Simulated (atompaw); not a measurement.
# Mo: the cost of one run

The numbers are computed with atompaw 4.2.0.5 (LDA (PW92), scalar-relativistic, spin-unpolarised reference atom).

### 1 Starting point

Typed settings, in words:

* element: molybdenum (Mo, Z = 42)
* type: PAW
* frozen core: [Ar] 3d10
* valence charge: 14
* reference configuration: 4s2 4p6 4d5 5s1 5p0
* partial waves: 4s (bound); 5s (bound); 4p (bound); 5p (bound, empty); 4d (bound); 4d channel at 0.05 Ry
* local potential: troulliermartins scheme with l = 3 at 0.5 Ry, radius 1.80 bohr
* core correction: smooth core density matched at 1.70 bohr
* augmentation charge: sinc compensation charge, radius 1.50 bohr; PAW radius 2.05 bohr; waves and projectors: bloechl

### 2 The generation run

Mo.input reads:

```
Mo 42
LDA-PW scalarrelativistic loggrid 1500 logderivrange -7 5 301
5 5 4 0 0 0
5 0 1
5 1 0
4 2 5
0 0 0
c
c
c
v
v
c
c
v
v
c
v
2
2.05 1.50 1.80 1.70
n
n
y
0.05
n
bloechl sinc
3 0.5 troulliermartins
PWSCFOUT
UPFDX 0.0125d0 UPFXMIN -7.d0 UPFZMESH 42.d0
END
```

Launch:

```
$ atompaw < Mo.input > Mo.log
```

**Question.** How long does this run take on 1 thread of Intel Xeon Platinum 8488C, shared host?

About 5 s.
